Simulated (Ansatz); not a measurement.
# UMP2/STO-3G run of SF (Monosulfur monofluoride)

Aim: the electronic atomisation energy of SF (Monosulfur monofluoride) at UMP2/STO-3G, from 3 runs. 

Program for the calculation: Ansatz 0.2.0.

34 further runs of the same task are left out: 6 that didn't finish, 28 set aside as unsound or not needed.

## Step 1: The molecule

The species is SF (2 atoms), meant as a doublet with charge 0. SMILES: `F[S]`. Geometry: relaxed at PBE0-D4/def2-TZVP.

Bond lengths: F1–S2 1.594 Å.

## Step 2: The energy at UMP2/STO-3G

File job.yaml:

```yaml
crystal:
  periodic: [false, false, false]
  atoms:
    - {symbol: F, position_ang: [-0.000000, -0.000000, 0.016120]}
    - {symbol: S, position_ang: [0.000000, 0.000000, 1.610410]}
basis:
  gaussian: {orbitals: STO-3G}
accuracy: high
correlation: {method: mp2, frozen_orbitals: {F: 1, S: 5}}
magnetization: {spin_polarized: true, initial_magnetization: 1}
```

The run is started by

```console
$ ansatz run job.yaml --threads 1 --pin off --max-ram 3480MiB --events-out events.jsonl --progress --plain --runs-dir runs
```

Standard output:

```text
Warning: RAYON_NUM_THREADS=1 ignored (pool sized by the plan → 1); use --threads N
Functional definition: HF
  name "HF"
  exchange = exact_x
  correlation = 0
224 factors; integrals over basis functions are off by at most 2.9e-8 eV
mean field evaluation 1: about -13364.3293 eV, gradient 5.5e0 eV
mean field evaluation 2: about -13364.3907 eV, gradient 5.5e0 eV
mean field evaluation 4: about -13364.7595 eV, gradient 1.1e0 eV
mean field evaluation 8: about -13364.8043 eV, gradient 6.6e-3 eV
mean field evaluation 16: about -13364.8043 eV, gradient 9.9e-4 eV
mean field -13364.80433836 eV, -491.1475004449 hartree, gradient 9.5e-8 eV, S^2 0.753894; 2 other end points of the search recorded, 0 dependent functions left out
6 core orbitals not correlated: weight in the atoms' cores, before any rotation towards them, 1.000 or more for the frozen orbitals, at most 0.000 for the correlated occupied ones
reference -13364.80433836 eV, -491.1475004449 hartree; 7, 6 occupied and 1, 2 virtual orbitals, 224 factors
second order -0.84935502 eV of doubles, -0.00000000 eV of singles
Total energy: -13365.65369338 eV, -491.1787136662 hartree
```

Run time: 0.1 s. Hardware: 1 thread of Arm Neoverse V1, shared host.

## Step 3: The F atom

File input.yaml:

```yaml
basis:
  gaussian:
    orbitals: STO-3G
crystal:
  periodic: [false, false, false]
  atoms:
    - {symbol: F, position_ang: [0.000000, 0.000000, 0.000000]}
accuracy: high
correlation:
  method: mp2
  frozen_orbitals: {F: 1}
magnetization:
  spin_polarized: true
  initial_magnetization: 1
```

The run is started by

```console
$ ansatz run input.yaml --threads 1 --pin off --max-ram 3480MiB --events-out events.jsonl --progress --plain --runs-dir runs
```

Standard output:

```text
Warning: RAYON_NUM_THREADS=1 ignored (pool sized by the plan → 1); use --threads N
[... 4 set-up lines as earlier in the session ...]
15 factors; integrals over basis functions are off by at most 1.2e-9 eV
mean field evaluation 1: about -2666.3486 eV, gradient 1.5e-14 eV
mean field evaluation 2: about -2666.3486 eV, gradient 0.0e0 eV
mean field -2666.34863534 eV, -97.9865050328 hartree, gradient 0.0e0 eV, S^2 0.750000; 2 other end points of the search recorded, 0 dependent functions left out
1 core orbitals not correlated: weight in the atoms' cores, before any rotation towards them, 1.000 or more for the frozen orbitals, at most 0.000 for the correlated occupied ones
reference -2666.34863534 eV, -97.9865050328 hartree; 4, 3 occupied and 0, 1 virtual orbitals, 15 factors
second order 0.00000000 eV of doubles, 0.00000000 eV of singles
Total energy: -2666.34863534 eV, -97.9865050328 hartree
```

It took 0.04 s on 1 thread of Arm Neoverse V1, shared host.

## Step 4: The S atom

File job.yaml:

```yaml
crystal:
  periodic: [false, false, false]
  atoms:
    - {symbol: S, position_ang: [0.000000, 0.000000, 0.000000]}
basis:
  gaussian:
    orbitals: STO-3G
magnetization:
  spin_polarized: true
  initial_magnetization: 2
correlation:
  method: mp2
  frozen_orbitals: {S: 5}
accuracy: high
```

Run the same way, it converges to -393.13022 Eh (log not shown).

## Step 5: Summary of results

At UMP2/STO-3G, 6 core orbitals frozen:

```
                                             quantity          value
                               molecule: total energy  -491.17871 Eh
molecule: correlation energy (6 core orbitals frozen)      -31.2 mEh
          molecule: ⟨S²⟩ of the reference determinant          0.754
                                 F atom: total energy   -97.98651 Eh
   F atom: correlation energy (1 core orbital frozen)        0.0 mEh
            F atom: ⟨S²⟩ of the reference determinant          0.750
                                 S atom: total energy  -393.13022 Eh
  S atom: correlation energy (5 core orbitals frozen)        0.0 mEh
            S atom: ⟨S²⟩ of the reference determinant          2.000
                        electronic atomisation energy       1.687 eV
```

What this shows: Taking the molecule apart into free atoms costs 1.69 eV (163 kJ/mol), before zero-point energy and without spin-orbit coupling. In a minimal basis such a difference can be off by several eV, whatever the method.
